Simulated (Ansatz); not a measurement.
# Mg3CdS4: the cost of one run

Program: Ansatz 0.2.0. Level of theory: DFT PBE, scalar-relativistic, plane waves, PAW. These are calculated values, not measurements.

## Step 1: The structure to begin with

It takes space group P4/mmm (No. 123, tetragonal). Conventional cell: a = 3.752 Å, b = 3.752 Å, c = 10.632 Å, α = 90.00°, β = 90.00°, γ = 90.00°. Around Mg (site symmetry 4mm) lie 6 S at 2.61 to 2.70 Å. Mg (site symmetry 4/mmm) has 6 S at 2.59 to 2.65 Å as nearest neighbours. Around Cd (site symmetry 4/mmm) lie 6 S at 2.65 to 2.73 Å. S (site symmetry 4/mmm) is surrounded by 4 Cd at 2.65 Å and 2 Mg at 2.70 Å. Around S (site symmetry 4mm) lie 5 Mg at 2.59 to 2.65 Å and 1 Cd at 2.73 Å. S (site symmetry 4/mmm) is surrounded by 6 Mg at 2.61 to 2.65 Å.

Structure file:

```cif
data_structure
_symmetry_space_group_name_H-M 'P 1'
_symmetry_Int_Tables_number 1
_cell_length_a 3.7523
_cell_length_b 3.7523
_cell_length_c 10.6324
_cell_angle_alpha 90.000
_cell_angle_beta 90.000
_cell_angle_gamma 90.000
_cell_volume 149.70
loop_
_atom_site_label
_atom_site_type_symbol
_atom_site_fract_x
_atom_site_fract_y
_atom_site_fract_z
_atom_site_occupancy
Mg1 Mg 0.00000 0.00000 0.74561 1
Mg2 Mg 0.00000 0.00000 0.25439 1
Mg3 Mg 0.50000 0.50000 0.50000 1
Cd1 Cd 0.50000 0.50000 0.00000 1
S1 S 0.00000 0.00000 0.00000 1
S2 S 0.50000 0.50000 0.25684 1
S3 S 0.00000 0.00000 0.50000 1
S4 S 0.50000 0.50000 0.74316 1
```

The cell was relaxed beforehand at this level, from a generated guess; it is a trial structure. At a tolerance of 0.02 Å it has space group P4/mmm (No. 123); it has 18.71 Å³/atom, an uncorrected energy of -1.20 eV/atom over the elements.

## Step 2: Bands, states and charges

File input.yaml:

```yaml
crystal:
  lattice:
    - [3.75228, 0.0, 0.0]
    - [0.0, 3.75228, 0.0]
    - [0.0, 0.0, 10.6323821]
  atoms:
    - { symbol: Mg, position: [0.0, 0.0, 0.745608] }
    - { symbol: Mg, position: [0.0, 0.0, 0.254392] }
    - { symbol: Mg, position: [0.5, 0.5, 0.5] }
    - { symbol: Cd, position: [0.5, 0.5, 0.0] }
    - { symbol: S, position: [0.0, 0.0, 0.0] }
    - { symbol: S, position: [0.5, 0.5, 0.256839] }
    - { symbol: S, position: [0.0, 0.0, 0.5] }
    - { symbol: S, position: [0.5, 0.5, 0.743161] }
basis:
  ecutwfc: 420
kpoints:
  mp_grid: { grid: [8, 8, 4] }
  band_path:
    path:
      - [[0.0, 0.0, 0.0], [0.0, 0.5, 0.0], [0.5, 0.5, 0.0], [0.0, 0.0, 0.0], [0.0, 0.0, 0.5], [0.0, 0.5, 0.5], [0.5, 0.5, 0.5], [0.0, 0.0, 0.5]]
      - [[0.0, 0.5, 0.0], [0.0, 0.5, 0.5]]
      - [[0.5, 0.5, 0.0], [0.5, 0.5, 0.5]]
    npoints: 14
hamiltonian:
  xc: pbe
scf:
  occupations: { method: gaussian, width: 0.02 }
  n_extra_bands: 20
output:
  forces: true
  stress: true
  eigenvalues: true
  populations: true
  dos: { projected: true, de: 0.02, nscf_kmesh: { grid: [12, 12, 6] } }
  bader: true
  write_density: true
  write_potential: true
  elf: true
  volumetric_format: npy
```

Command:

```console
$ ansatz run input.yaml --threads 4 --pin off --max-ram 8192MiB --backend cpu --events-out ev --progress --plain --runs-dir out
```

**Question.** How long does this run take on 4 threads of Arm Neoverse V2, shared host, and how much memory does it need?

About 32 s, with a peak of 0.9 GiB.
